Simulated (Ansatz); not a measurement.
**C3H8OSi: small, medium and large basis sets**

An exercise on one series of results from a longer session: the logs are not shown, and one member is left open.

Program: Ansatz 0.2.0, Gaussian basis. Level of theory: one geometry, several basis sets. These are calculated values, not measurements.

The runs, in order: PBE0-D4/def2-SVP; ωB97M-V/def2-SVP; PBE0-D4/def2-QZVPP; ωB97M-V/def2-QZVPP; the functionals' def2-TZVPP values are taken from earlier runs.

## The relaxed structure

All runs share one geometry, relaxed beforehand with PBE0-D4 in a triple-zeta def2 set.

SMILES `CC[Si]OC`, 13 atoms, charge 0, spin multiplicity 1.

Atoms are counted from 1 here; the program's logs count them from 0.

Bond lengths: C1–C2 1.533 Å, C1–H6 1.095 Å, C1–H7 1.093 Å, C1–H8 1.093 Å, C2–Si3 1.914 Å, C2–H9 1.096 Å, C2–H10 1.096 Å, Si3–O4 1.646 Å, O4–C5 1.407 Å, C5–H11 1.093 Å, C5–H12 1.094 Å, C5–H13 1.092 Å. Angles: C2–C1–H6 111.7°, C2–C1–H7 111.9°, C2–C1–H8 111.7°, H6–C1–H7 106.9°, H6–C1–H8 107.0°, H7–C1–H8 107.4°, C1–C2–Si3 110.0°, C1–C2–H9 109.7°, C1–C2–H10 110.7°, Si3–C2–H9 107.1°, Si3–C2–H10 112.9°, H9–C2–H10 106.4°, C2–Si3–O4 103.5°, Si3–O4–C5 134.4°, O4–C5–H11 109.5°, O4–C5–H12 112.4°, O4–C5–H13 108.9°, H11–C5–H12 108.8° and more.

The first run:

Input file in.yaml:

```yaml
crystal:
  periodic: [false, false, false]
  atoms:
    - {symbol: C, position_ang: [-1.186859, 1.141218, 0.106460]}
    - {symbol: C, position_ang: [0.318473, 1.226970, 0.383141]}
    - {symbol: Si, position_ang: [0.822373, -0.095856, 1.672066]}
    - {symbol: O, position_ang: [0.859332, -1.490883, 0.798347]}
    - {symbol: C, position_ang: [0.666620, -1.806932, -0.558915]}
    - {symbol: H, position_ang: [-1.770665, 1.178821, 1.032216]}
    - {symbol: H, position_ang: [-1.533049, 1.966271, -0.521371]}
    - {symbol: H, position_ang: [-1.452901, 0.210156, -0.400626]}
    - {symbol: H, position_ang: [0.558764, 2.205312, 0.814684]}
    - {symbol: H, position_ang: [0.888971, 1.151952, -0.550072]}
    - {symbol: H, position_ang: [-0.267301, -2.363363, -0.674185]}
    - {symbol: H, position_ang: [0.627021, -0.916292, -1.192137]}
    - {symbol: H, position_ang: [1.489619, -2.442073, -0.894707]}
basis:
  gaussian: {orbitals: def2-SVP}
hamiltonian: {xc: pbe0, dispersion: d4}
output: {orbitals: {seedname: orbitals}}
```

Steps of the session up to this table: PBE0-D4 in def2-SVP; ωB97M-V in def2-SVP; PBE0-D4 in def2-QZVPP; ωB97M-V in def2-QZVPP.

One of the session's tables, all rows but one given; the rest of the session is left out.

It belongs to the step «Density functionals: the series». 

| functional | basis | HOMO (eV) |
| --- | --- | --- |
| PBE0-D4 | def2-SVP | -5.92 |
| PBE0-D4 | def2-TZVPP | -6.00 |
| PBE0-D4 | def2-QZVPP | -6.03 |
| ωB97M-V | def2-SVP | -8.00 |
| ωB97M-V | def2-TZVPP | -8.10 |
| ωB97M-V | def2-QZVPP | ? |

Q: Estimate the row for ωB97M-V, def2-QZVPP from the others.

**Answer.** HOMO (eV): -8.13. In the column «HOMO (eV)» it is the lowest.
